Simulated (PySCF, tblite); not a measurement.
# C₅H₉NO− (doublet): geometry, infrared bands and EPR parameters

Aim: predict the infrared bands and EPR parameters of C₅H₉NO− (doublet) (`N[C@H]1CC[C]([O-])C1`).

Computed with tblite 0.8.0 and PySCF 2.14.0, with density-fitted response routines of our own, on a single molecule in the gas phase. Atoms count from 0, in the outputs and in this text.

### Step 1. The molecule as given

16 atoms, charge -1, multiplicity 2; geometry from: force field or distance geometry start.

Bonds of the start (Å): N0–C1 1.47, C1–C2 1.54, C2–C3 1.51, C3–C4 1.51, C4–O5 1.24, C4–C6 1.50, C6–C1 1.55, N0–H7 1.02, N0–H8 1.03, C1–H9 1.09, C2–H10 1.10, C2–H11 1.10, C3–H12 1.10, C3–H13 1.10, C6–H14 1.09, C6–H15 1.11.

### Step 2. Geometry optimisation with GFN2-xTB

The job: settings as JSON, then the geometry in Å.

```
{"job": {"kind": "relax", "xc": "GFN2-xTB", "basis": "xTB"}, "charge": -1, "multiplicity": 2}
N     -1.378700     1.279200     0.102800
C     -0.856600     0.087300    -0.587600
C      0.567000     0.342300    -1.119500
C      1.492700     0.176000     0.068200
C      0.752700    -0.829000     0.925600
O      0.995900    -0.925100     2.138700
C     -0.631400    -1.081100     0.401500
H     -2.196900     0.983100     0.639300
H     -0.702600     1.474200     0.853400
H     -1.548800    -0.197700    -1.373400
H      0.661400     1.332100    -1.585000
H      0.794100    -0.402900    -1.890600
H      1.624700     1.126600     0.605700
H      2.476700    -0.203300    -0.245600
H     -0.649000    -2.027400    -0.137700
H     -1.408800    -1.125400     1.192700
```

Started as:

```console
OMP_NUM_THREADS=1 python probes_run.py task.json out
```

The driver reads the jobs from task.json and runs them one after another.

**Question.** This job is followed by: GFN2-xTB harmonic vibrations, gas phase; UKS B3LYP, pcH-1 on C H N O, non-relativistic, mean-field spin-orbit, GIAO. Predict these results of the whole session: strongest single infrared mode (GFN2-xTB); zero-point energy (GFN2-xTB); g(iso) (B3LYP); ⟨S²⟩; largest a(iso) (averaged by class).

As calculated:

```
                                 quantity                  value
strongest single infrared mode (GFN2-xTB)  2786 cm⁻¹, 281 km/mol
             zero-point energy (GFN2-xTB)          82.8 kcal/mol
                           g(iso) (B3LYP)                2.00399
                                     ⟨S²⟩     0.754 (exact 0.75)
       largest a(iso) (averaged by class)   13C on C4, 128.7 MHz
```

Relaxing lowered the energy by 0.319 eV in 65 steps; the close pair that moved most is C4–O5, from 1.241 to 1.309 Å. No mode is imaginary among the 42: a minimum at this level. The strongest single mode, at 2786 cm⁻¹, moves mainly H9. Unscaled tight-binding wavenumbers are off by several per cent, some by more. Its intensities can rank the bands wrongly. C4 carries the largest spin population, 0.57 e. The isotropic g lies 1.7 ppt above the free-electron value. The records flag this anion as possibly unbound in the gas phase, so the basis may hold the extra electron.
